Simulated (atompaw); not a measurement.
# Pseudopotential generation for rhodium: PAW (atompaw), PBEsol

Task: generate the file, and judge it by its logarithmic derivatives, its ghosts and its cutoff.

The numbers are computed with atompaw 4.2.0.5 (PBEsol, scalar-relativistic, spin-unpolarised reference atom).

## Step 1: Starting point

The settings as typed:

| Item | Value |
| --- | --- |
| element | rhodium (Rh, Z = 45) |
| type | PAW |
| frozen core | [Ar] 3d10 4s2 |
| valence charge | 15 |
| reference configuration | 4p6 4d8 5s0.5 5p0 (charge +0.5) |
| partial waves | 5s (bound): rc 3.00 bohr; 5s channel at 4.4 Ry: rc 3.00 bohr; 4p (bound): rc 1.75 bohr; 5p (bound, empty): rc 3.00 bohr; 4d (bound): rc 3.00 bohr; 4d channel at -0.15 Ry: rc 1.35 bohr |
| local potential | troulliermartins scheme with l = 3 at 0 Ry, radius 2.05 bohr |
| core correction | smooth core density matched at 1.85 bohr |
| augmentation charge | sinc compensation charge, radius 2.45 bohr; PAW radius 3.00 bohr; waves and projectors: custom polynom2 7 10 vanderbiltortho |

The nodes and maxima of the atom's own shells, from an earlier all-electron run, set the scale for the radii.

All-electron outer shells of the reference configuration (PBEsol, scalar-relativistic, ld1.x):

```tsv
shell	level (eV)	outermost node (bohr)	outermost maximum (bohr)
3d	-304.24	–	0.29
4s	-86.10	0.47	0.88
4p	-54.07	0.47	0.94
4d	-9.62	0.46	1.15
5s	-7.43	1.19	2.57
5p	-3.30	1.35	3.42
```

## Step 2: The generation run

Rh.input reads:

```
Rh 45
GGA-PBESOL scalarrelativistic loggrid 1500 logderivrange -6 5 276
5 5 4 0 0 0
5 0 0.5
5 1 0
4 2 8
0 0 0
c
c
c
c
v
c
c
v
v
c
v
2
3.00 2.45 2.05 1.85
y
4.4
n
n
y
-0.15
n
custom polynom2 7 10 vanderbiltortho sinc
3 0 troulliermartins
3.00
3.00
1.75
3.00
3.00
1.35
PWSCFOUT
UPFDX 0.0125d0 UPFXMIN -7.d0 UPFZMESH 45.d0
END
```

On the command line:

```bash
$ atompaw < Rh.input > Rh.log
```

Before running it: what results should come out? Wanted: cutoffs for 10 and 1 mRy, occupied levels; bound ghosts; largest phase difference near zero energy, channels read; lowest eigenvalue of the overlap; share of valence orbitals outside the PAW sphere; UPF file.

As calculated:

| quantity | value |
| --- | --- |
| cutoffs for 10 and 1 mRy, occupied levels | 25 Ry and 70 Ry |
| bound ghosts | s at -19.22 eV |
| largest phase difference near zero energy, channels read | 3.139 rad |
| lowest eigenvalue of the overlap (Bessel basis) | 0.090 (d) |
| share of valence orbitals outside the PAW sphere | 5s 47 %, 4p 0 %, 5p 77 %, 4d 5 % |
| UPF file | written |

In words: A bound ghost (s) makes it unfit for use: electrons can fall into a state that the atom doesn't have. By its cutoff, 25 Ry for the looser tolerance, it is soft on the atom at that tolerance. The tighter tolerance needs 70 Ry, and converged work needs a cutoff nearer that. Of the channels read, d scatters worst near zero energy, by up to 3.14 rad. A step near π is an extra or missing state, not a misfit of shape. In the d channel the atom's pole at 3.58 Ry sits lower, at -0.48 Ry, in the pseudo curve. The pseudo curves have a pole with no partner nearby in the atom's: s at -1.38 Ry. These are tests on the free atom; a crystal test is still owed.
